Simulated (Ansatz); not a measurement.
# GeC2N4: the band gap up the ladder of functionals

One table from this session's results is given with a row withheld; the runs are named, their logs left out.

The runs shown are made with Ansatz 0.2.0. PAW datasets, plane waves. These are computed values for a spin-unpolarised cell that may be hypothetical; none is a measurement.

## The structure to begin with

The cell was relaxed beforehand with r2SCAN.

The symmetry is Pm (No. 6, monoclinic); a = 6.758 Å, b = 2.656 Å, c = 6.799 Å, β = 114.9° in the conventional setting, 7.91 Å³ an atom. Near Ge stand 4 N at 1.71–1.80 Å; near Ge stand 4 N at 1.75–1.84 Å; near C stand 4 N at 1.46–1.54 Å; near C stand 4 N at 1.36–1.63 Å; near C stand 4 N at 1.44–1.62 Å.

Coordinates:

```cif
data_structure
_symmetry_space_group_name_H-M 'Pm'
_symmetry_Int_Tables_number 6
_cell_length_a 6.7577
_cell_length_b 2.6562
_cell_length_c 6.7992
_cell_angle_alpha 90.000
_cell_angle_beta 114.921
_cell_angle_gamma 90.000
_cell_volume 110.68
loop_
_atom_site_label
_atom_site_type_symbol
_atom_site_symmetry_multiplicity
_atom_site_Wyckoff_symbol
_atom_site_fract_x
_atom_site_fract_y
_atom_site_fract_z
_atom_site_occupancy
Ge1 Ge 1 b 0.78090 0.50000 0.57984 1
Ge2 Ge 1 a 0.58414 0.00000 0.84767 1
C1 C 1 a 0.18275 0.00000 0.78888 1
C2 C 1 b 0.82200 0.50000 0.22117 1
C3 C 1 b 0.41360 0.50000 0.17244 1
C4 C 1 a 0.20815 0.00000 0.40088 1
N1 N 1 b 0.64757 0.50000 0.28737 1
N2 N 1 a 0.29684 0.00000 0.64849 1
N3 N 1 b 0.06131 0.50000 0.77126 1
N4 N 1 a 0.64375 0.00000 0.62070 1
N5 N 1 a 0.36169 0.00000 0.02129 1
N6 N 1 b 0.75795 0.50000 0.00232 1
N7 N 1 a 0.96472 0.00000 0.33094 1
N8 N 1 b 0.27464 0.50000 0.30675 1
```

The first run:

Input file input.yaml:

```yaml
crystal:
  lattice:
    - [7.292045516, 0.0, 0.0235634114]
    - [0.0, 2.6562092628, 0.0]
    - [-3.6259291467, 0.0, 5.7025215226]
  atoms:
    - { symbol: Ge, position: [0.5798447526, 0.5, 0.7989416848] }
    - { symbol: Ge, position: [0.8476674662, 0.0, 0.2635289982] }
    - { symbol: C, position: [0.7888775445, 0.0, 0.6061235227] }
    - { symbol: C, position: [0.2211743411, 0.5, 0.3991772898] }
    - { symbol: C, position: [0.1724374203, 0.5, 0.7588408409] }
    - { symbol: C, position: [0.4008761703, 0.0, 0.1927292715] }
    - { symbol: "N", position: [0.2873747529, 0.5, 0.6398045999] }
    - { symbol: "N", position: [0.6484917715, 0.0, 0.3516491105] }
    - { symbol: "N", position: [0.7712613377, 0.5, 0.7099556639] }
    - { symbol: "N", position: [0.6206961676, 0.0, 0.9769464951] }
    - { symbol: "N", position: [0.0212850675, 0.0, 0.659596078] }
    - { symbol: "N", position: [1.0023236633, 0.5, 0.2443780817] }
    - { symbol: "N", position: [0.3309390319, 0.0, 0.3662189788] }
    - { symbol: "N", position: [0.3067505127, 0.5, 0.0321093843] }
kpoints:
  mp_grid: { grid: [4, 10, 4] }
  band_path:
    path:
      - [0.0, 0.0, 0.0]
      - [-2.995029752851e-19, 0.5, -2.003515027048e-35]
      - [0.5, 0.5, 1.721995576607e-17]
      - [0.5, 4.711024575295e-37, 1.721995576607e-17]
      - [0.0, 0.0, 0.0]
      - [7.94349019233e-17, -1.200791041121e-19, 0.5]
      - [7.94349019233e-17, 0.5, 0.5]
      - [-2.995029752851e-19, 0.5, -2.003515027048e-35]
      - [-0.5, 0.5, 0.5]
      - [-0.5, -1.200791041121e-19, 0.5]
      - [0.0, 0.0, 0.0]
    npoints: 10
hamiltonian:
  xc: pbe
scf:
  occupations: { method: fermi_dirac, width: 0.02 }
  n_extra_bands: 7
output:
  forces: true
  stress: true
  eigenvalues: true
```

Among the steps run: PBE band path; r2SCAN; HSE06 at the same geometry; Single point with PBE+SOC; PBE0 at the same geometry.

One table of the session follows, with a row left open; its other results are not shown here.

```
  level  gap (eV)
    PBE      1.92
 r2SCAN         ?
  HSE06      3.35
PBE+SOC      1.92
   PBE0      4.12
```

**Question.** Estimate the row for r2SCAN.

As computed: gap (eV): 2.25. In the column «gap (eV)» it lies between PBE+SOC (1.92) and HSE06 (3.35).

Meshes: PBE 4×10×4, r2SCAN 4×10×4, HSE06 2×6×4, PBE+SOC 4×10×4, PBE0 2×6×4

PBE gives the least gap, 1.92 eV, and PBE0 the largest, 4.12 eV. PBE reaches 57 % of the HSE06 value, and r2SCAN 67 %. PBE0 lies 0.77 eV above HSE06, which differs from it by screening the long-range exchange. The levels disagree on whether the gap is direct.

To keep in mind: Warnings in the runs' records: stress scf threshold loose, stress exchange threshold loose.
